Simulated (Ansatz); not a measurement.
# BClH7NO (built from SMILES BCl.N.O): a barrier at many levels of theory

Aim: the barrier and energy of one elementary step (B1–N6 tightened, Cl2–H7 formed, H5–O8 formed, B1–Cl2 broken, H5–N6 broken, H7–O8 broken) from LDA up to coupled cluster, on fixed structures, to see where each rung fails.

Method: single points in def2-TZVPP on PBE0-D4/def2-TZVP structures; program: Ansatz 0.2.0, Gaussian basis.

Levels: SPW92, PBE-D4, BLYP-D4, r2SCAN-D4, B97M-V, PBE0-D4, B3LYP-D4, r2SCAN0-D4, BHLYP-D4, CAM-B3LYP-D4, wB97X-V, wB97M-V, B2PLYP, PBE-QIDH, RPA on PBE, Hartree-Fock, MP2, CCSD, CCSD(T). The reference is CCSD(T) at the basis limit, from triple and quadruple zeta. Zero-point energies come from PBE0-D4 vibrations.

Correlated methods freeze the cores. B3LYP uses VWN-RPA correlation. B2PLYP carries no dispersion term here.

33 further runs of the same task are left out: 33 set aside as unsound or not needed.

### 1 The three structures

Charge 0, multiplicity 1. The folders r, ts and p hold the start, the saddle and the end; their coordinates stand in the first inputs.

| pair | r (Å) | ts (Å) | p (Å) |
| --- | --- | --- | --- |
| B1–N6 | 1.606 | 1.475 | 1.390 |
| Cl2–H7 | 2.284 | 1.474 | 1.321 |
| H5–O8 | 1.851 | 1.033 | 0.970 |
| B1–Cl2 | 1.881 | 2.398 | 4.512 |
| H5–N6 | 1.033 | 1.616 | 2.183 |
| H7–O8 | 0.973 | 1.287 | 1.707 |

### 2 wB97M-V/def2-TZVPP

File r/in.yaml:

```yaml
crystal:
  periodic: [false, false, false]
  atoms:
    - {symbol: B, position_ang: [-0.968217, -0.715735, -0.502345]}
    - {symbol: Cl, position_ang: [-1.648070, 1.038390, -0.480140]}
    - {symbol: H, position_ang: [-0.333706, -0.910115, -1.507217]}
    - {symbol: H, position_ang: [-1.850463, -1.504839, -0.288184]}
    - {symbol: H, position_ang: [0.789495, -0.045713, 0.593790]}
    - {symbol: N, position_ang: [0.065308, -0.770020, 0.725791]}
    - {symbol: H, position_ang: [0.490288, 1.812440, -0.265557]}
    - {symbol: O, position_ang: [1.391155, 1.616934, 0.047321]}
    - {symbol: H, position_ang: [0.506167, -1.683103, 0.780574]}
    - {symbol: H, position_ang: [-0.405239, -0.589003, 1.607847]}
    - {symbol: H, position_ang: [1.963385, 1.750863, -0.711778]}
basis:
  gaussian: {orbitals: def2-TZVPP}
hamiltonian: {xc: {name: wB97M-V}}
```

File ts/in.yaml:

```yaml
crystal:
  periodic: [false, false, false]
  atoms:
    - {symbol: B, position_ang: [-0.982605, -0.923792, -0.314392]}
    - {symbol: Cl, position_ang: [-1.101770, 1.266845, -1.283521]}
    - {symbol: H, position_ang: [-0.828748, -1.467910, -1.366073]}
    - {symbol: H, position_ang: [-2.062953, -0.833638, 0.184026]}
    - {symbol: H, position_ang: [0.877527, 0.561211, 0.528560]}
    - {symbol: N, position_ang: [0.180503, -0.895125, 0.592230]}
    - {symbol: H, position_ang: [0.073250, 1.624242, -0.467820]}
    - {symbol: O, position_ang: [1.067972, 1.560052, 0.346110]}
    - {symbol: H, position_ang: [0.922835, -1.537102, 0.351137]}
    - {symbol: H, position_ang: [-0.039007, -0.981029, 1.575214]}
    - {symbol: H, position_ang: [1.893097, 1.626346, -0.145370]}
basis:
  gaussian: {orbitals: def2-TZVPP}
hamiltonian: {xc: {name: wB97M-V}}
```

File p/in.yaml:

```yaml
crystal:
  periodic: [false, false, false]
  atoms:
    - {symbol: B, position_ang: [-0.544582, -1.729414, -0.338099]}
    - {symbol: Cl, position_ang: [-1.033783, 2.605318, 0.813077]}
    - {symbol: H, position_ang: [0.059130, -2.761370, -0.376767]}
    - {symbol: H, position_ang: [-1.273107, -1.383457, -1.221630]}
    - {symbol: H, position_ang: [1.047313, 0.428017, -0.287095]}
    - {symbol: N, position_ang: [-0.360467, -0.880881, 0.747728]}
    - {symbol: H, position_ang: [0.060623, 2.204626, 0.190350]}
    - {symbol: O, position_ang: [1.348235, 1.324005, -0.503642]}
    - {symbol: H, position_ang: [0.187978, -1.139381, 1.552520]}
    - {symbol: H, position_ang: [-0.891936, -0.031477, 0.885984]}
    - {symbol: H, position_ang: [1.400699, 1.364112, -1.462325]}
basis:
  gaussian: {orbitals: def2-TZVPP}
hamiltonian: {xc: {name: wB97M-V}}
```

The command line of these runs was not kept.

After this run come: CCSD(T)/def2-TZVPP; MP2/def2-QZVPP; Vibrations of the start structure; Vibrations of the end structure.

**Question.** What will these runs give? Wanted: barrier, CCSD(T)/CBS; reverse barrier, CCSD(T)/CBS; step energy, CCSD(T)/CBS; barrier with zero-point energy; step energy with zero-point energy; imaginary mode at the saddle; largest T1 diagnostic.

As calculated:

| quantity | value |
| --- | --- |
| barrier, CCSD(T)/CBS | 132.0 kJ/mol |
| reverse barrier, CCSD(T)/CBS | 53.3 kJ/mol |
| step energy, CCSD(T)/CBS | +78.7 kJ/mol |
| barrier with zero-point energy | 113.6 kJ/mol |
| step energy with zero-point energy | +61.3 kJ/mol |
| imaginary mode at the saddle | 430i cm⁻¹ |
| largest T1 diagnostic | 0.010 |

In words: The functionals run from BHLYP-D4, off by -0.5 kJ/mol, to SPW92, off by -42.4 kJ/mol, against CCSD(T)/CBS. By rung, the mean size of the error is: LDA 42.4, GGA 29.8, meta-GGA 12.6, hybrid 10.3, range-separated hybrid 7.4, double hybrid 6.0 kJ/mol. PBE-D4 gives a barrier 29.0 kJ/mol too low, outside chemical accuracy (1 kcal/mol, 4.2 kJ/mol). Every functional without exact exchange puts the forward barrier too low. The barrier rises with the share of exact exchange, from BLYP-D4 through B3LYP-D4 to BHLYP-D4 (-30.5, -17.8, -0.5 kJ/mol). Hartree-Fock, with no correlation, is off by +25.1 kJ/mol. Zero-point motion lowers the barrier by 18.4 kJ/mol.
